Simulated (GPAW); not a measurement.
Here is a GPAW 26.7.0 calculation.

Contents of run.py:

```python
from ase import Atoms
from ase.dft.bandgap import bandgap
from ase.io import write
from ase.units import GPa
from gpaw import GPAW, PW

atoms = Atoms(['Ta', 'Ta', 'Sc', 'Sc', 'N', 'N'],
              cell=[[3.0850655424, 0.0, 0.0],
                    [-1.5425327712, 2.6717451321, 0.0],
                    [0.0, 0.0, 10.340136]],
              scaled_positions=[[0.3333333333, 0.6666666667, 0.245631],
                                [0.6666666667, 0.3333333333, 0.754369],
                                [0.0, 0.0, 0.0],
                                [0.0, 0.0, 0.5],
                                [0.3333333333, 0.6666666667, 0.629841],
                                [0.6666666667, 0.3333333333, 0.370159]],
              pbc=True)

calc = GPAW(mode=PW(800),
            xc='PBE',
            kpts={'size': (7, 7, 2), 'gamma': True},
            occupations={'name': 'fermi-dirac', 'width': 0.05},
            nbands=53,
            convergence={'density': 1e-05, 'energy': 1e-05},
            maxiter=150,
            txt='gpaw.txt')
atoms.calc = calc
energy = atoms.get_potential_energy()
forces = atoms.get_forces()
stress = atoms.get_stress()
calc.write('gs.gpw')
write('result.traj', atoms)
print(f'Energy: {energy:.6f} eV')
print('Forces (eV/A):')
print(forces.round(4))
print('Stress (GPa):', (stress / GPa).round(3))
print('Fermi level:', round(calc.get_fermi_level(), 4), 'eV')
print(f'Gap: {bandgap(calc)[0]:.4f} eV, direct: {bandgap(calc, direct=True)[0]:.4f} eV')

path = atoms.cell.bandpath('GMKGALHA,LM,KH', npoints=80, eps=1e-4)
bs_calc = calc.fixed_density(kpts=path, symmetry='off', nbands=75,
                             convergence={'bands': 'CBM+6.0', 'eigenstates': 1e-6}, txt='bands.txt')
bs = bs_calc.band_structure()
bs.write('bs.json')
print(f'Gap on the path: {bandgap(bs_calc)[0]:.4f} eV')
```

Potentials or basis: GPAW PAW data sets (gpaw-data 1.2.1), pw.

Launch:

```sh
$ OMP_NUM_THREADS=1 python run.py
```

Question: Estimate the pressure.

Answer: -0.7 GPa.

Question: Predict the largest force.

Answer: 0.074 eV/Å.

Forces on the atoms (eV/Å):
```
Ta   0.000  0.000 -0.015
Ta   0.000  0.000  0.015
Sc   0.000  0.000  0.000
Sc   0.000  0.000  0.000
N    0.000  0.000 -0.074
N    0.000  0.000  0.074
```

Caveat: spin-orbit coupling is left out, which moves the levels of the heavy elements.
